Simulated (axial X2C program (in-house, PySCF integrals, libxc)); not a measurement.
# ClMoCl: bond lengths and stretches, held linear

The task here is to estimate one member of a computed series from the others.

Method: all-electron X2C, two-component (2c) or spin-free, Cl dyall-av3z, Mo dyall-v3z; program: an in-house X2C program for linear molecules on PySCF integrals.

All values are calculated.

2 further runs of the same task are left out: 2 set aside as unsound or not needed.

Set-up of the first run:

Input file task.json:

```json
{"zs": [17, 42, 17], "q": 0, "bas": ["dyall-av3z", "dyall-v3z", "dyall-av3z"], "r0": [2.37, 2.37], "symm": 1, "scan": ["PBE0", "HF", "TPSSh"], "levels": ["PBE0", "HF", "LDA"], "nst": 2}
```

Keys: zs atomic numbers; q charge; bas basis sets; r0 starting distance in Å; symm equal bonds; scan levels of the two-bond scan (MP2 follows by itself at each HF point); levels methods; nst determinants followed.

The run is started by

```
python solin.py task.json out
```

Masses Cl 34.969, Mo 97.905, Cl 34.969 u.

Steps of the session up to this table: Scan at PBE0, 2c; Scan at HF, 2c; Scan at TPSSh, 2c.

One of the session's tables, all rows but one given; the rest of the session is left out.

| level | r(Cl–Mo) (Å) | r(Mo–Cl) (Å) | lower stretch (cm⁻¹) | upper stretch (cm⁻¹) |
| --- | --- | --- | --- | --- |
| PBE0, 2c | 2.285 | 2.285 | 350.8 | 419.4 |
| HF, 2c | 2.358 | 2.358 | 329.9 | 394.8 |
| TPSSh, 2c | 2.293 | 2.293 | 348.0 | 416.1 |
| MP2, 2c | 2.271 | 2.271 | 358.5 | 426.5 |
| PBE0, spin-free | 2.285 | 2.285 | 351.0 | 419.7 |
| HF, spin-free | 2.358 | 2.358 | 330.0 | 395.1 |
| TPSSh, spin-free | 2.292 | 2.292 | 348.1 | 416.4 |
| MP2, spin-free | ? | ? | ? | ? |

**Question.** Estimate the row for MP2, spin-free.

**Answer.** r(Cl–Mo) (Å): 2.271; r(Mo–Cl) (Å): 2.271; lower stretch (cm⁻¹): 358.7; upper stretch (cm⁻¹): 426.8.

Scans not shown above were run alike.

Limits of these values: The molecule was held linear; bending was not examined, so a bent shape may lie lower. Note: functional without a current term on a determinant with orbital currents, of the molecule or an atom.
